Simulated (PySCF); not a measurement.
# C2H9BNP: the cost of one run

Computed with PySCF 2.14.0, with density-fitted response routines of our own, on a single molecule in the gas phase. Atoms are numbered from 0 throughout.

## (1) The molecule as given

14 atoms, charge 0, multiplicity 1; geometry from: GFN2-xTB. The atoms were then displaced at random by about 0.01 Å, so the start is not that level's minimum.

Bonds of the start (Å): C0–C1 1.34, C1–B2 1.57, B2–N3 1.42, C0–H5 1.05, C0–H6 1.09, C1–H7 1.10, B2–H8 1.14, N3–H9 1.00, N3–H10 0.98, P4–H11 1.37, P4–H12 1.38, P4–H13 1.37.

## (2) Geometry optimisation at PBE0-D3(BJ)/def2-SVP

The job: settings as JSON, then the geometry in Å.

```
{"job": {"xc": "PBE0", "basis": "def2-SVP", "d3": "d3bj", "grid": 1, "shake": 0.01, "kind": "geom"}, "charge": 0, "multiplicity": 1}
C     -1.274380    -1.986510     0.985980
C     -0.690640    -0.786030     1.035100
B     -1.090750     0.459830     0.169700
N     -0.277290     1.617050     0.296350
P      2.168770     0.872060    -1.257880
H     -1.001770    -2.803910     1.580060
H     -2.121550    -2.129700     0.321480
H      0.167410    -0.683530     1.720830
H     -1.966240     0.447940    -0.561180
H     -0.494210     2.466540    -0.190410
H      0.432120     1.703690     0.974110
H      1.235770     0.831010    -2.257220
H      1.767700    -0.353670    -0.771620
H      3.137890     0.330160    -2.053070
```

The run is started by

```
OMP_NUM_THREADS=1 python probes_run.py task.json out
```

One launch serves the whole session: the jobs run in the order shown.

**Question.** How long does this first job take on 1 thread of Arm Neoverse V1, shared host, and how much memory does it need?

About 40 s, with a peak of 0.52 GiB.
